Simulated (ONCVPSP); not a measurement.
# Ta: the cost of one run

The numbers are computed with ONCVPSP 4.0.1.1 (patched build) (PBE, scalar-relativistic, spin-unpolarised reference atom).

## 1. Starting point

Typed settings, in words:

* element: tantalum (Ta, Z = 73)
* type: optimised norm-conserving Vanderbilt (ONCV)
* frozen core: [Kr] 4d10 4f14
* valence charge: 13
* reference configuration: 5s2 5p6 5d3 6s2
* partial waves: 5s+6s: rc 1.32 bohr, ncon 5, nbas 9, qcut 6 1/bohr, 2 projectors; 5p: rc 1.95 bohr, ncon 4, nbas 7, qcut 7.8 1/bohr, 2 projectors, debl 2.7 Ha; 5d: rc 2.45 bohr, ncon 4, nbas 9, qcut 5.2 1/bohr, 2 projectors, debl 0.4 Ha
* local potential: polynomial inside 1.32 bohr (lpopt 5, dvloc0 4 Ha)
* core correction: polynomial model core, fcfact 0.55

An earlier all-electron run gives the scale for the radii.

All-electron outer shells of the reference configuration (PBE, scalar-relativistic, ld1.x):

| shell | level (eV) | outermost node (bohr) | outermost maximum (bohr) |
| --- | --- | --- | --- |
| 5s | -73.00 | 0.54 | 0.98 |
| 5p | -39.40 | 0.58 | 1.13 |
| 4f | -24.70 | – | 0.44 |
| 6s | -5.44 | 1.32 | 2.78 |
| 5d | -3.59 | 0.65 | 1.58 |
| 6p | -1.39 | 1.60 | 3.89 |

## 2. The generation run

File Ta.dat:

```
# ATOM AND REFERENCE CONFIGURATION
# atsym  z   nc   nv     iexc    psfile
  Ta 73.00   10    4        4      upf
#
#   n    l    f
    1    0    2.00
    2    0    2.00
    2    1    6.00
    3    0    2.00
    3    1    6.00
    3    2   10.00
    4    0    2.00
    4    1    6.00
    4    2   10.00
    4    3   14.00
    5    0    2.00
    5    1    6.00
    5    2    3.00
    6    0    2.00
#
# PSEUDOPOTENTIAL AND OPTIMIZATION
# lmax
    2
#
#   l,   rc,      ep,       ncon, nbas, qcut
    0    1.32    0.00    5    9    6.00
    1    1.95    0.00    4    7    7.80
    2    2.45    0.00    4    9    5.20
#
# LOCAL POTENTIAL
# lloc, lpopt,  rc(5),   dvloc0
    4    5    1.32    4.00
#
# VANDERBILT-KLEINMAN-BYLANDER PROJECTORs
# l, nproj, debl
    0    2    1.60
    1    2    2.70
    2    2    0.40
#
# MODEL CORE CHARGE
# icmod, fcfact, rcfact
    1    0.55    0.00
#
# LOG DERIVATIVE ANALYSIS
# epsh1, epsh2, depsh
   -4.00    5.00    0.02
#
# OUTPUT GRID
# rlmax, drl
    6.00    0.01
#
# TEST CONFIGURATIONS
# ncnf
    4
# nvcnf
#   n    l    f
    4
    5    0    2.00
    5    1    6.00
    5    2    3.00
    6    0    1.00
#
    4
    5    0    2.00
    5    1    6.00
    5    2    3.00
    6    0    0.00
#
    4
    5    0    2.00
    5    1    6.00
    5    2    2.00
    6    0    0.00
#
    4
    5    0    1.00
    5    1    6.00
    5    2    3.00
    6    0    2.00
#
```

Launch:

```
$ oncvpsp.x < Ta.dat > Ta.out
```

**Question.** How long does this run take on 1 thread of AMD EPYC 9R45, shared host?

About 4.1 s.
